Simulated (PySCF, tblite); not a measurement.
# C9H7BrO: excited states

What do calculations give for the excited states of C9H7BrO (`O=C/C=C1/C=CC=C(Br)C=C1`)?

Programs: tblite 0.8.0 and PySCF 2.14.0, with routines of our own; each step states its level. All values are computed. Atoms count from 0.

### 1 The system as given

18 atoms, charge 0, multiplicity 1; geometry from: force field or distance geometry start.

### 2 Optimising the geometry with GFN2-xTB

What the job is given:

```
{"job": {"kind": "relax", "xc": "GFN2-xTB", "basis": "xTB"}, "charge": 0, "multiplicity": 1}
O     -2.875300    -1.813200    -0.095700
C     -2.976900    -0.610800     0.217100
C     -1.982000     0.425500     0.244600
C     -0.734400     0.375500    -0.116400
C      0.071200     1.595800     0.013100
C      1.400300     1.600600     0.180000
C      2.344300     0.489000     0.297800
C      2.171700    -0.809000     0.005500
Br     3.651900    -1.983700     0.299700
C      0.927600    -1.429700    -0.536000
C     -0.305200    -0.932100    -0.591000
H     -3.993100    -0.320300     0.559000
H     -2.335400     1.428200     0.602400
H     -0.435800     2.534700    -0.056400
H      1.791400     2.618900     0.241400
H      3.326600     0.761800     0.704600
H      1.036800    -2.418500    -0.954200
H     -1.092400    -1.506400    -1.027100
```

Launch:

```
OMP_NUM_THREADS=1 python excited_run.py task.json out
```

One launch serves the whole session: the jobs run in the order shown.

Standard output:

```text
step      E/eV     max force
  0    -840.15651    4.759
  1    -840.38465    3.046
  2    -840.52831    1.189
  3    -840.58980    1.204
  4    -840.63918    0.711
  5    -840.67510    0.253
  6    -840.68323    0.227
  7    -840.69408    0.284
  8    -840.70101    0.245
  9    -840.70517    0.147
 10    -840.70736    0.124
 11    -840.70941    0.103
 12    -840.71119    0.095
 13    -840.71263    0.085
 14    -840.71402    0.086
 15    -840.71565    0.104
 16    -840.71711    0.084
 17    -840.71794    0.052
 18    -840.71829    0.047
 19    -840.71855    0.045
 20    -840.71891    0.054
 21    -840.71932    0.059
 22    -840.71973    0.051
 23    -840.72007    0.054
 24    -840.72032    0.036
 25    -840.72051    0.034
 26    -840.72066    0.037
 27    -840.72083    0.038
 28    -840.72106    0.041
 29    -840.72133    0.045
 30    -840.72160    0.042
 31    -840.72183    0.027
 32    -840.72203    0.033
 33    -840.72222    0.032
 34    -840.72240    0.037
 35    -840.72257    0.029
 36    -840.72273    0.032
 37    -840.72292    0.043
 38    -840.72316    0.049
 39    -840.72346    0.051
 40    -840.72385    0.046
 41    -840.72429    0.051
 42    -840.72473    0.055
 43    -840.72516    0.072
 44    -840.72561    0.072
 45    -840.72609    0.056
 46    -840.72662    0.059
 47    -840.72723    0.069
 48    -840.72791    0.066
 49    -840.72862    0.060
 50    -840.72923    0.050
 51    -840.72966    0.049
 52    -840.73004    0.043
 53    -840.73047    0.051
 54    -840.73096    0.055
 55    -840.73140    0.047
 56    -840.73173    0.046
 57    -840.73205    0.051
 58    -840.73248    0.061
 59    -840.73313    0.083
 60    -840.73401    0.072
 61    -840.73492    0.059
 62    -840.73530    0.060
 63    -840.73557    0.054
 64    -840.73588    0.049
 65    -840.73623    0.036
 66    -840.73652    0.039
 67    -840.73682    0.049
 68    -840.73721    0.050
 69    -840.73764    0.042
 70    -840.73805    0.033
 71    -840.73838    0.036
 72    -840.73861    0.046
 73    -840.73880    0.027
 74    -840.73892    0.019
 75    -840.73900    0.016
 76    -840.73904    0.015
 77    -840.73909    0.013
 78    -840.73913    0.011
 79    -840.73916    0.011
 80    -840.73919    0.010
```

Run time: 0.83 s. Hardware: 1 thread of Arm Neoverse V1, shared host; peak memory 0.18 GiB.

Relaxation path: (not every step is listed)

| step | energy from step 0 (eV) | largest force (eV/Å) |
| --- | --- | --- |
| 0 | 0.0000 | 4.7587 |
| 1 | -0.2281 | 3.0464 |
| 2 | -0.3718 | 1.1893 |
| 3 | -0.4333 | 1.2037 |
| 4 | -0.4827 | 0.7111 |
| 5 | -0.5186 | 0.2526 |
| 6 | -0.5267 | 0.2267 |
| 7 | -0.5376 | 0.2837 |
| 8 | -0.5445 | 0.2453 |
| 14 | -0.5575 | 0.0859 |
| 20 | -0.5624 | 0.0538 |
| 26 | -0.5641 | 0.0371 |
| 32 | -0.5655 | 0.0328 |
| 38 | -0.5666 | 0.0486 |
| 44 | -0.5691 | 0.0721 |
| 50 | -0.5727 | 0.0498 |
| 56 | -0.5752 | 0.0463 |
| 62 | -0.5788 | 0.0604 |
| 68 | -0.5807 | 0.0502 |
| 74 | -0.5824 | 0.0188 |
| 75 | -0.5825 | 0.0164 |
| 76 | -0.5825 | 0.0149 |
| 77 | -0.5826 | 0.0134 |
| 78 | -0.5826 | 0.0114 |
| 79 | -0.5826 | 0.0108 |
| 80 | -0.5827 | 0.0102 |

Close pairs (by a distance rule), those that changed most:

| bond | before (Å) | after (Å) | change (Å) |
| --- | --- | --- | --- |
| C2–C3 | 1.300 | 1.375 | +0.076 |
| C7–C9 | 1.492 | 1.427 | -0.065 |
| C5–C6 | 1.463 | 1.422 | -0.041 |
| C2–H12 | 1.122 | 1.081 | -0.040 |
| O0–C1 | 1.247 | 1.217 | -0.030 |
| C3–C4 | 1.468 | 1.442 | -0.026 |
| C9–C10 | 1.331 | 1.350 | +0.020 |
| C10–H17 | 1.068 | 1.083 | +0.016 |

The end geometry stands in the next job.

### 3 Vibrational analysis with GFN2-xTB

What the job is given:

```
{"job": {"kind": "ir", "xc": "GFN2-xTB", "basis": "xTB"}, "charge": 0, "multiplicity": 1}
O     -3.046008    -1.692211    -0.246320
C     -3.161428    -0.501642    -0.022633
C     -2.122835     0.481525     0.130638
C     -0.763651     0.289646     0.042587
C      0.081619     1.441136     0.242468
C      1.429474     1.553372     0.277629
C      2.434192     0.558360     0.123369
C      2.247309    -0.756473    -0.146436
Br     3.825330    -1.831952    -0.298308
C      1.027249    -1.470151    -0.345184
C     -0.243153    -1.021205    -0.259274
H     -4.175163    -0.066891     0.086367
H     -2.477813     1.481081     0.341510
H     -0.471808     2.359756     0.400789
H      1.823577     2.545048     0.461707
H      3.452771     0.907668     0.229197
H      1.152631    -2.517612    -0.589219
H     -1.021053    -1.753139    -0.440545
```

Standard output:

```text
mode    cm-1     km/mol
  1      19.1      1.10
  2      83.6      4.70
  3     135.6      2.43
  4     147.7      5.27
  5     209.5      6.44
  6     237.1      3.17
  7     246.0      2.70
  8     272.6      1.46
  9     346.1      2.10
 10     365.4      0.14
 11     399.0      0.47
 12     505.1      0.98
 13     520.8      3.32
 14     599.0      6.92
 15     664.2     49.51
 16     770.0      1.19
 17     801.0     18.13
 18     805.0     42.65
 19     839.4      2.71
 20     840.8     18.23
 21     860.8      5.21
 22     888.3      1.97
 23     924.6      6.07
 24     934.1      1.22
 25     958.6      0.80
 26     992.4     18.49
 27    1069.0     22.66
 28    1110.2     71.23
 29    1224.4      1.30
 30    1272.3     10.83
 31    1286.6     19.49
 32    1327.8      5.96
 33    1351.9     21.22
 34    1399.8     27.55
 35    1413.6     62.37
 36    1428.3      6.78
 37    1507.9    936.09
 38    1548.5     25.45
 39    1582.3      3.96
 40    1619.0     56.09
 41    1692.7    300.79
 42    2754.7    238.54
 43    3043.0      4.69
 44    3052.1     14.91
 45    3059.9     22.51
 46    3065.3     10.13
 47    3070.7     41.09
 48    3074.3      8.79
```

Wall time 0.93 s (1 thread of Arm Neoverse V1, shared host); peak memory 0.18 GiB.

Which atoms move in the most intense modes:

| cm⁻¹ | km/mol | atoms |
| --- | --- | --- |
| 664 | 49.5 | C1 30 %, C5 21 %, C9 15 % |
| 805 | 42.6 | H15 15 %, C3 15 %, H12 15 %, H16 11 % |
| 1110 | 71.2 | C2 17 %, H12 12 %, C6 12 % |
| 1414 | 62.4 | H11 53 % |
| 1508 | 936.1 | C3 26 %, C2 20 %, C6 17 %, C7 14 % |
| 1619 | 56.1 | C4 21 %, C5 17 %, C10 15 %, C6 13 % |
| 1693 | 300.8 | C1 57 %, O0 32 % |
| 2755 | 238.5 | H11 94 % |

### 4 Excited states: TDA PBE0/def2-SVP

Settings changed since step 3:

```diff
@@ -1,2 +1,2 @@
-{"job": {"kind": "ir", "xc": "GFN2-xTB", "basis": "xTB"}, "charge": 0, "multiplicity": 1}
+{"job": {"kind": "states", "xc": "PBE0", "basis": "def2-SVP", "tda": true, "soc": true, "nstates": 6, "ntriplets": 6, "nquad": 4}, "charge": 0, "multiplicity": 1}
 O     -3.046008    -1.692211    -0.246320
```

Level: TDA PBE0/def2-SVP excited states, vertical, gas phase, spin-orbit mean-field couplings.

Standard output:

```text
coarse grid: 76440 points
cycle   1  E = -2994.9284045191  dE =  8.826e-01  |g| = 7.992e-01  |ddm| = 5.434e+00
cycle   2  E = -2992.0151389145  dE =  2.913e+00  |g| = 2.706e+00  |ddm| = 3.403e+00
cycle   3  E = -2994.9640776623  dE = -2.949e+00  |g| = 5.546e-01  |ddm| = 3.395e+00
cycle   4  E = -2995.0680185670  dE = -1.039e-01  |g| = 2.105e-01  |ddm| = 9.144e-01
cycle   5  E = -2995.0746663379  dE = -6.648e-03  |g| = 1.277e-01  |ddm| = 3.813e-01
cycle   6  E = -2995.0788173595  dE = -4.151e-03  |g| = 4.399e-02  |ddm| = 1.989e-01
cycle   7  E = -2995.0793412571  dE = -5.239e-04  |g| = 1.842e-02  |ddm| = 7.815e-02
cycle   8  E = -2995.0794252580  dE = -8.400e-05  |g| = 6.440e-03  |ddm| = 2.590e-02
cycle   9  E = -2995.0794354372  dE = -1.018e-05  |g| = 2.963e-03  |ddm| = 1.063e-02
cycle  10  E = -2995.0794369480  dE = -1.511e-06  |g| = 1.595e-03  |ddm| = 3.630e-03
final grid: 162760 points
cycle  11  E = -2995.0794351503  dE =  1.886e-06  |g| = 3.103e-03  |ddm| = 7.653e-03
cycle  12  E = -2995.0794260435  dE =  9.107e-06  |g| = 6.541e-03  |ddm| = 1.279e-02
cycle  13  E = -2995.0794378155  dE = -1.177e-05  |g| = 4.804e-04  |ddm| = 8.675e-03
cycle  14  E = -2995.0794378761  dE = -6.061e-08  |g| = 7.800e-05  |ddm| = 6.153e-04
cycle  15  E = -2995.0794378781  dE = -1.948e-09  |g| = 2.562e-05  |ddm| = 1.300e-04
cycle  16  E = -2995.0794378782  dE = -1.255e-10  |g| = 1.107e-05  |ddm| = 4.170e-05
converged SCF energy = -2995.0794378782

Singlet excitations
state   eV       nm        f     d(h-e)  d(exc)  Lambda  PR(NTO)  |dmu|/D   mu/D   main configurations
  1   2.8102   441.2   0.02345   1.801   3.663   0.642   1.018    3.517    3.621   H->L 0.96
  2   3.1070   399.0   0.00010   2.046   3.515   0.400   1.003    4.580    2.874   H-1->L+1 0.96
  3   3.4982   354.4   0.00058   4.068   4.831   0.148   1.006    7.889    5.705   H-1->L 0.99
  4   4.0517   306.0   0.62964   0.965   3.760   0.763   1.317    2.078    5.267   H->L+1 0.81, H-4->L 0.08
  5   4.8065   258.0   0.00118   3.118   4.590   0.344   1.007                     H->L+2 0.98
  6   4.9034   252.9   0.00005   3.015   3.934   0.241   1.001                     H-3->L 0.99

Triplet excitations (Tamm-Dancoff)
state   eV     d(h-e)  d(exc)  Lambda  PR(NTO)   main configurations
  1   1.8447   1.005   3.351   0.644   1.042   H->L 0.95
  2   2.0100   0.138   3.392   0.785   1.033   H->L+1 0.96
  3   2.6929   1.838   3.367   0.402   1.004   H-1->L+1 0.93
  4   3.4507   3.998   4.781   0.148   1.002   H-1->L 0.99
  5   3.9367   0.814   3.072   0.644   1.132   H-2->L 0.66, H-4->L 0.23
  6   4.3545   0.142   3.055   0.718   1.181   H-4->L 0.64, H-2->L 0.24
S1 - T1 = 0.9655 eV

Spin-orbit couplings |<S|Hso|T>| (cm-1)
             T1       T2       T3       T4       T5       T6
S0        2.242    2.529   43.918   16.377    2.377    9.011
S1        0.253    1.843    0.241    8.740    4.441    2.549
S2        0.722   13.647    0.232    1.618    1.493    8.166
S3        3.277    0.252    0.935    0.381   33.705   32.933
S4        5.622    0.384    5.230    2.373    0.840    1.448
S5      121.500   53.660    0.778    1.916   20.553   20.557
S6      241.545   30.997    1.606   57.348  562.583  462.077
T1 sublevels (cm-1): 0.000 1.752 2.367   radiative rates (1/s): 0.0325 0.678 0.175
```

Run time: 69 s. Hardware: 1 thread of Arm Neoverse V1, shared host; peak memory 0.94 GiB.

Key values:

| quantity | value |
| --- | --- |
| S1 less T1 | 0.97 eV |

### 5 Results

| quantity | value |
| --- | --- |
| strongest single infrared mode (GFN2-xTB) | 1508 cm⁻¹, 936 km/mol |
| zero-point energy (GFN2-xTB) | 80.5 kcal/mol |
| S1 less T1 (step 4, TDA PBE0/def2-SVP) | 0.97 eV |

**Reading.** All 48 modes are real, so the xTB geometry is a minimum. The strongest single mode, at 1508 cm⁻¹, is spread over several atoms, C3, C2, C6, C7 among them. GFN2-xTB is a fitted tight-binding method: band positions and strengths are rough. Its intensities can rank the bands wrongly. Scalar relativity is left out for the heavy atoms. In step 4, the number of triplets below S1 is 3, and the largest singlet-triplet spin-orbit coupling is S6–T5, 562.58 cm⁻¹.
